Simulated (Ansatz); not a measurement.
**SnTe: a single-point run**

Aim: a sound single-point run of SnTe. The structure is shown as the input types it. The cell is built on a prototype (zincblende) and needn't be the phase found in nature.

Program: Ansatz 0.2.0. Level of theory: density functional or hybrid calculation with the settings of its input, plane waves (as first typed). These are calculated values, not measurements.

1 further run of the same task is left out (set aside as unsound or not needed).

### 1 Starting point

Symmetry: F-43m, No. 216, cubic system. Conventional cell: a = 7.168 Å, b = 7.168 Å, c = 7.168 Å, α = 90.00°, β = 90.00°, γ = 90.00°. Around Sn (site symmetry -43m) lie 4 Te at 3.10 Å. Te (site symmetry -43m) has 4 Sn at 3.10 Å as nearest neighbours.

Structure file:

```
Sn Te
1.0
     0.00000    3.58398    3.58398
     3.58398    0.00000    3.58398
     3.58398    3.58398    0.00000
Sn Te
1 1
Direct
  0.00000 0.00000 0.00000
  0.25000 0.25000 0.25000
```

### 2 The run

File input.yaml:

```yaml
crystal:
  lattice:
    - [0.0, 3.5839840137, 3.5839840137]
    - [3.5839840137, 0.0, 3.5839840137]
    - [3.5839840137, 3.5839840137, 0.0]
  atoms:
    - { symbol: Sn, position: [0.0, 0.0, 0.0] }
    - { symbol: Te, position: [0.25, 0.25, 0.25] }
kpoints:
  mp_grid: { grid: [0, 4, 4] }
hamiltonian:
  xc: r2scan
scf:
  occupations: { method: fermi_dirac, width: 0.02 }
  n_extra_bands: 4
output:
  forces: true
  stress: true
  eigenvalues: true
```

Started as:

```bash
$ ansatz run input.yaml --threads 4 --pin off --max-ram 3686MiB --backend cpu --events-out ev --progress --plain --runs-dir out
```

**Question.** How will this run end, and is anything wrong with its input?

Nothing was computed: the input was turned down at the start. Its message: «invalid value for `kpoints.mp_grid.grid`: each dimension must be in 1..=255»

Look at the input: kpoints.mp_grid.grid is [0, 4, 4]. The mesh can't be built from what was typed.

The cure: set kpoints.mp_grid.grid to [4, 4, 4].
